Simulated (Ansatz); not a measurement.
# LaSi2Os2: the cost of one run

Method: reference: DFT r2SCAN, plane waves, PAW, scalar-relativistic, no spin polarisation, in Ansatz 0.2.0.

The COD entry's cell or inner coordinates are ideal or old and differ from later refinements, so a difference from it is no clean test against experiment.

1 further run of the same task is left out (it didn't finish).

## 1. The starting structure

It takes space group I4/mmm (No. 139, tetragonal). Conventional cell: a = 4.184 Å, b = 4.184 Å, c = 10.024 Å, α = 90.00°, β = 90.00°, γ = 90.00°. Os (site symmetry -4m2) is surrounded by 4 Si at 2.44 Å. Si (site symmetry 4mm) has 4 Os at 2.44 Å and 1 Si at 2.51 Å and 4 La at 3.21 Å as nearest neighbours. Around La (site symmetry 4/mmm) lie 8 Si at 3.21 Å and 8 Os at 3.26 Å.

As a file:

```
Os Si La
1.0
     0.00000    4.18416    0.00000
     4.18416    0.00000    0.00000
     2.09208    2.09208   -5.01207
Os Si La
2 2 1
Direct
  0.75000 0.25000 0.50000
  0.25000 0.75000 0.50000
  0.37500 0.37500 0.25000
  0.62500 0.62500 0.75000
  0.00000 0.00000 0.00000
```

## 2. Baseline

input.yaml

```yaml
crystal:
  lattice:
    - [0.0, 4.184159, 0.0]
    - [4.184159, 0.0, 0.0]
    - [2.092079, 2.092079, -5.012073]
  atoms:
    - { symbol: Os, position: [0.75, 0.25, 0.5] }
    - { symbol: Os, position: [0.25, 0.75, 0.5] }
    - { symbol: Si, position: [0.375, 0.375, 0.25] }
    - { symbol: Si, position: [0.625, 0.625, 0.75] }
    - { symbol: La, position: [0.0, 0.0, 0.0] }
  symmetry: { tolerance: 0.0003 }
kpoints:
  mp_grid: { grid: [5, 5, 5], shift: [0, 0, 0] }
magnetization:
  spin_polarized: false
scf:
  occupations: { method: gaussian, width: 0.0408 }
hamiltonian:
  pseudopotentials: { kind: paw }
  xc: r2scan
basis:
  ecutwfc: 500
output:
  forces: true
  stress: true
  eigenvalues: true
  write_density: true
  write_potential: true
  elf: true
  volumetric_format: npy
```

Run with:

```sh
$ ansatz run input.yaml --threads 1 --pin off --max-ram 2560MiB --backend cpu --events-out ev --progress --plain --runs-dir out
```

Q: Estimate wall time and peak memory on 1 thread of Arm Neoverse V1, shared host.

About 12 s, with a peak of 0.58 GiB.
